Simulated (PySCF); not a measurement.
**Ba²³⁺, La²⁴⁺: ionisation energies with spin-orbit coupling**

Wanted: the ionisation energy of these ions, up a ladder of methods.

Program: PySCF 2.14.0. Level of theory: two-component X2C-1e, generalised determinants. These are calculated values, not measurements, unless marked.

## 1. What is computed

```
Elements                                  : barium (Z = 56), lanthanum (Z = 57)
Basis                                     : one for each species, given in its step
Hamiltonian                               : two-component X2C-1e, Gaussian nucleus, no Breit or QED terms; spin-orbit coupling, run by run: off; screened by Boettger's factors
Core shells frozen in the correlated runs : [Ne] (for Ba²³⁺)
State 1                                   : Ba²³⁺: [Ar] 3d10 4s2 4p3; 4p1/2 filled at m_j = -1/2, +1/2; 4p3/2 filled at m_j = +3/2
State 2                                   : La²⁴⁺: [Ar] 3d10 4s2 4p3; 4p1/2 filled at m_j = -1/2, +1/2; 4p3/2 filled at m_j = +3/2
Needed too, but not shown                 : Ba²⁴⁺ [Ar] 3d10 4s2 4p2 (3P), La²⁵⁺ [Ar] 3d10 4s2 4p2 (3P)
Methods                                   : GHF, GMP2
```

Outer shells as boxes (Hund's rule):

Ba23+ [Ar] 3d10 4s2 4p3
```
[Ar] core
3d [↑↓][↑↓][↑↓][↑↓][↑↓]
4s [↑↓]
4p [↑ ][↑ ][↑ ]
```

La24+ [Ar] 3d10 4s2 4p3
```
[Ar] core
3d [↑↓][↑↓][↑↓][↑↓][↑↓]
4s [↑↓]
4p [↑ ][↑ ][↑ ]
```

A driver program built on PySCF's X2C-1e integrals ran all steps in one process from the settings above; there is no separate input file.

The driver's launch:

```bash
$ OMP_NUM_THREADS=1 python sorun2.py TASK.json OUT
```

The integrals over 124 functions and the set-up took 0.54 s of CPU time.

## 2. Ba²³⁺: the ladder of methods

Basis: an uncontracted even-tempered set (17 s from 1.7 bohr⁻², ratio 2.8; 13 p from 2.2 bohr⁻², ratio 2.8; 8 d from 3.8 bohr⁻², ratio 2.8; 4 f from 11 bohr⁻², ratio 3).

GHF (spin-free):

The program printed:

```text
cycle= 1 E= -7889.9362245312  delta_E= -7.89e+03  |FDS-SDF|= 0.0325
cycle= 2 E= -7889.9411721936  delta_E= -0.00495  |FDS-SDF|= 0.00588
cycle= 3 E= -7889.9412187286  delta_E= -4.65e-05  |FDS-SDF|= 0.00105
cycle= 4 E= -7889.9412199091  delta_E= -1.18e-06  |FDS-SDF|= 1.83e-05
cycle= 5 E= -7889.9412199120  delta_E= -2.99e-09  |FDS-SDF|= 2.88e-06
```

Time after the integrals: 5.5 s (1 thread of Intel Xeon 6975P-C, shared host).

Occupied spinors (without spin-orbit coupling the j labels only name the start):

```csv
spinor shell,electrons,mean energy (eV),weight of the nominal j,rms radius (bohr)
1s1/2,2,-38322.5,1.000,0.0292
2s1/2,2,-6739.8,1.000,0.119
2p3/2,4,-6109.4,0.833,0.106
2p1/2,2,-6109.4,0.667,0.106
3s1/2,2,-1972.8,1.000,0.307
3p3/2,4,-1765.0,0.833,0.307
3p1/2,2,-1765.0,0.667,0.307
3d5/2,6,-1468.8,0.800,0.283
3d3/2,4,-1468.8,0.700,0.283
4s1/2,2,-829.07,1.000,0.662
4p1/2,2,-761.25,0.500,0.689
4p3/2,1,-761.25,1.000,0.689
```

M_J = 3/2, ⟨J²⟩ = 3.750, ⟨L²⟩ = 0.000, ⟨S²⟩ = 3.750.

GMP2 (spin-free):

The driver printed no log here.

Time after the integrals: 3.7 s (1 thread of Intel Xeon 6975P-C, shared host).

With 23 electrons correlated and 74 very high virtual spinors dropped, the MP2 correlation energy is -0.90945 hartree. Largest pairs: 3d3/2-3d5/2 -0.1819, 3d5/2-3d5/2 -0.1293, 3d5/2-3p3/2 -0.0576, 3d3/2-3d3/2 -0.0559, 4p1/2-4s1/2 -0.0518.

GHF (screened spin-orbit):

The program printed:

```text
cycle= 1 E= -7893.4658996260  delta_E= -7.89e+03  |FDS-SDF|= 0.146
cycle= 2 E= -7893.4820638720  delta_E= -0.0162  |FDS-SDF|= 0.00836
cycle= 3 E= -7893.4859299736  delta_E= -0.00387  |FDS-SDF|= 0.00484
cycle= 4 E= -7893.4887949986  delta_E= -0.00287  |FDS-SDF|= 0.0031
cycle= 5 E= -7893.4906835813  delta_E= -0.00189  |FDS-SDF|= 0.000651
cycle= 6 E= -7893.4907389818  delta_E= -5.54e-05  |FDS-SDF|= 0.000187
cycle= 7 E= -7893.4907420447  delta_E= -3.06e-06  |FDS-SDF|= 6.75e-05
cycle= 8 E= -7893.4907424402  delta_E= -3.96e-07  |FDS-SDF|= 4.65e-06
cycle= 9 E= -7893.4907424415  delta_E= -1.26e-09  |FDS-SDF|= 5.63e-07
```

It took 16 s on 1 thread of Intel Xeon 6975P-C, shared host, the integrals not counted.

The outer occupied spinors:

```csv
spinor shell,electrons,mean energy (eV),weight of the nominal j,rms radius (bohr)
3s1/2,2,-1971.4,1.000,0.307
3p1/2,2,-1819.8,1.000,0.299
3p3/2,4,-1739.0,1.000,0.311
3d3/2,4,-1478.0,0.998,0.281
3d5/2,6,-1460.7,0.999,0.285
4s1/2,2,-828.52,1.000,0.662
4p1/2,2,-770.28,0.985,0.675
4p3/2,1,-751.04,1.000,0.696
```

M_J = 3/2, ⟨J²⟩ = 3.753, ⟨L²⟩ = 1.978, ⟨S²⟩ = 1.843.

GMP2 (screened spin-orbit):

The driver printed no log here.

It took 1.4 s on 1 thread of Intel Xeon 6975P-C, shared host, the integrals not counted.

With 23 electrons correlated and 74 very high virtual spinors dropped, the MP2 correlation energy is -0.92662 hartree. Largest pairs: 3d3/2-3d5/2 -0.1827, 3d5/2-3d5/2 -0.1295, 3d5/2-3p3/2 -0.0603, 3d3/2-3d3/2 -0.0551, 3d3/2-3p3/2 -0.0408.

## 3. La²⁴⁺: the ladder of methods

Basis: an uncontracted even-tempered set (17 s from 1.8 bohr⁻², ratio 2.8; 13 p from 2.3 bohr⁻², ratio 2.8; 8 d from 4.2 bohr⁻², ratio 2.8; 4 f from 12 bohr⁻², ratio 3).

GHF (spin-free):

The program printed:

```text
cycle= 1 E= -8220.8311808672  delta_E= -8.22e+03  |FDS-SDF|= 0.0338
cycle= 2 E= -8220.8362880214  delta_E= -0.00511  |FDS-SDF|= 0.00597
cycle= 3 E= -8220.8363340678  delta_E= -4.6e-05  |FDS-SDF|= 0.00104
cycle= 4 E= -8220.8363351705  delta_E= -1.1e-06  |FDS-SDF|= 1.8e-05
cycle= 5 E= -8220.8363351732  delta_E= -2.64e-09  |FDS-SDF|= 2.66e-06
```

Time after the integrals: 5 s (1 thread of Intel Xeon 6975P-C, shared host).

Occupied spinors (without spin-orbit coupling the j labels only name the start):

| spinor shell | electrons | mean energy (eV) | weight of the nominal j | rms radius (bohr) |
| --- | --- | --- | --- | --- |
| 1s1/2 | 2 | -39863.9 | 1.000 | 0.0286 |
| 2s1/2 | 2 | -7066.1 | 1.000 | 0.116 |
| 2p3/2 | 4 | -6403.9 | 0.833 | 0.104 |
| 2p1/2 | 2 | -6403.9 | 0.667 | 0.104 |
| 3s1/2 | 2 | -2091.3 | 1.000 | 0.300 |
| 3p3/2 | 4 | -1873.9 | 0.833 | 0.300 |
| 3p1/2 | 2 | -1873.9 | 0.667 | 0.300 |
| 3d3/2 | 4 | -1567.5 | 0.700 | 0.276 |
| 3d5/2 | 6 | -1567.5 | 0.800 | 0.276 |
| 4s1/2 | 2 | -887.00 | 1.000 | 0.644 |
| 4p1/2 | 2 | -815.61 | 0.500 | 0.669 |
| 4p3/2 | 1 | -815.61 | 1.000 | 0.669 |

M_J = 3/2, ⟨J²⟩ = 3.750, ⟨L²⟩ = 0.000, ⟨S²⟩ = 3.750.

GMP2 (spin-free):

The driver printed no log here.

Time after the integrals: 2.9 s (1 thread of Intel Xeon 6975P-C, shared host).

With 23 electrons correlated and 74 very high virtual spinors dropped, the MP2 correlation energy is -0.91082 hartree. Largest pairs: 3d3/2-3d5/2 -0.1819, 3d5/2-3d5/2 -0.1294, 3d5/2-3p3/2 -0.0574, 3d3/2-3d3/2 -0.0559, 4p1/2-4s1/2 -0.0521.

GHF (screened spin-orbit):

The program printed:

```text
cycle= 1 E= -8224.8060903617  delta_E= -8.22e+03  |FDS-SDF|= 0.155
cycle= 2 E= -8224.8225169908  delta_E= -0.0164  |FDS-SDF|= 0.00843
cycle= 3 E= -8224.8261049243  delta_E= -0.00359  |FDS-SDF|= 0.00469
cycle= 4 E= -8224.8286446683  delta_E= -0.00254  |FDS-SDF|= 0.00281
cycle= 5 E= -8224.8299978229  delta_E= -0.00135  |FDS-SDF|= 0.000541
cycle= 6 E= -8224.8300299858  delta_E= -3.22e-05  |FDS-SDF|= 0.000159
cycle= 7 E= -8224.8300319845  delta_E= -2e-06  |FDS-SDF|= 5.04e-05
cycle= 8 E= -8224.8300321828  delta_E= -1.98e-07  |FDS-SDF|= 3.18e-06
cycle= 9 E= -8224.8300321833  delta_E= -4.78e-10  |FDS-SDF|= 3.36e-07
```

Time after the integrals: 15 s (1 thread of Intel Xeon 6975P-C, shared host).

The outer occupied spinors:

| spinor shell | electrons | mean energy (eV) | weight of the nominal j | rms radius (bohr) |
| --- | --- | --- | --- | --- |
| 3s1/2 | 2 | -2089.8 | 1.000 | 0.300 |
| 3p1/2 | 2 | -1933.8 | 1.000 | 0.291 |
| 3p3/2 | 4 | -1845.6 | 1.000 | 0.303 |
| 3d3/2 | 4 | -1577.6 | 0.999 | 0.274 |
| 3d5/2 | 6 | -1558.7 | 0.999 | 0.277 |
| 4s1/2 | 2 | -886.40 | 1.000 | 0.644 |
| 4p1/2 | 2 | -826.04 | 0.988 | 0.655 |
| 4p3/2 | 1 | -804.45 | 1.000 | 0.676 |

M_J = 3/2, ⟨J²⟩ = 3.753, ⟨L²⟩ = 2.051, ⟨S²⟩ = 1.797.

GMP2 (screened spin-orbit):

This step left no log, only its results.

It took 1.5 s on 1 thread of Intel Xeon 6975P-C, shared host, the integrals not counted.

With 23 electrons correlated and 74 very high virtual spinors dropped, the MP2 correlation energy is -0.92829 hartree. Largest pairs: 3d3/2-3d5/2 -0.1827, 3d5/2-3d5/2 -0.1296, 3d5/2-3p3/2 -0.0603, 3d3/2-3d3/2 -0.0552, 3d3/2-3p3/2 -0.0407.

## 4. Differences of total energies

Ionisation energy: Ba²³⁺ [Ar] 3d10 4s2 4p3 [4p1/2^2 4p3/2^1, M_J = 3/2] → Ba²⁴⁺ [Ar] 3d10 4s2 4p2 [4p1/2^2, M_J = 0].

```
                    method  value (eV)  less the reference (eV)
           GHF (spin-free)      760.75                    +8.75
          GMP2 (spin-free)      761.64                    +9.64
 GHF (screened spin-orbit)      750.11                    -1.89
GMP2 (screened spin-orbit)      750.90                    -1.10
```

Reference: 752 ± 4 eV (theoretical estimate listed by NIST; NIST Atomic Spectra Database, ionization energies). For this ion Breit and QED terms and the two-electron picture change, all absent here, are large against electron correlation. The spin-free rows have the spin-orbit operator switched off.

Ionisation energy: La²⁴⁺ [Ar] 3d10 4s2 4p3 [4p1/2^2 4p3/2^1, M_J = 3/2] → La²⁵⁺ [Ar] 3d10 4s2 4p2 [4p1/2^2, M_J = 0].

| method | value (eV) | less the reference (eV) |
| --- | --- | --- |
| GHF (spin-free) | 815.10 | +9.10 |
| GMP2 (spin-free) | 815.98 | +9.98 |
| GHF (screened spin-orbit) | 803.55 | -2.45 |
| GMP2 (screened spin-orbit) | 804.36 | -1.64 |

Reference: 806 ± 4 eV (theoretical estimate listed by NIST; NIST Atomic Spectra Database, ionization energies). For this ion Breit and QED terms and the two-electron picture change, all absent here, are large against electron correlation. The spin-free rows have the spin-orbit operator switched off.

The differences also use runs on Ba²⁴⁺ [Ar] 3d10 4s2 4p2 (3P), La²⁵⁺ [Ar] 3d10 4s2 4p2 (3P), which are not shown here.

## 5. Results

```
                quantity                                                                            value
ionisation energy, Ba²³⁺  GHF (spin-free) 760.75, GMP2 (screened spin-orbit) 750.90 eV; reference 752 ± 4
ionisation energy, La²⁴⁺  GHF (spin-free) 815.10, GMP2 (screened spin-orbit) 804.36 eV; reference 806 ± 4
```

What this shows: For the first difference the methods span 11.531 eV, from GHF (screened spin-orbit) (750.11) to GMP2 (spin-free) (761.64). The reference is uncertain or not like for like (spin-orbit coupling or other relativistic terms), so no ranking of close methods is drawn. Spin-orbit coupling moves the first difference by -10.734 eV at GMP2. All values hold for this basis alone; no basis-set limit was taken.
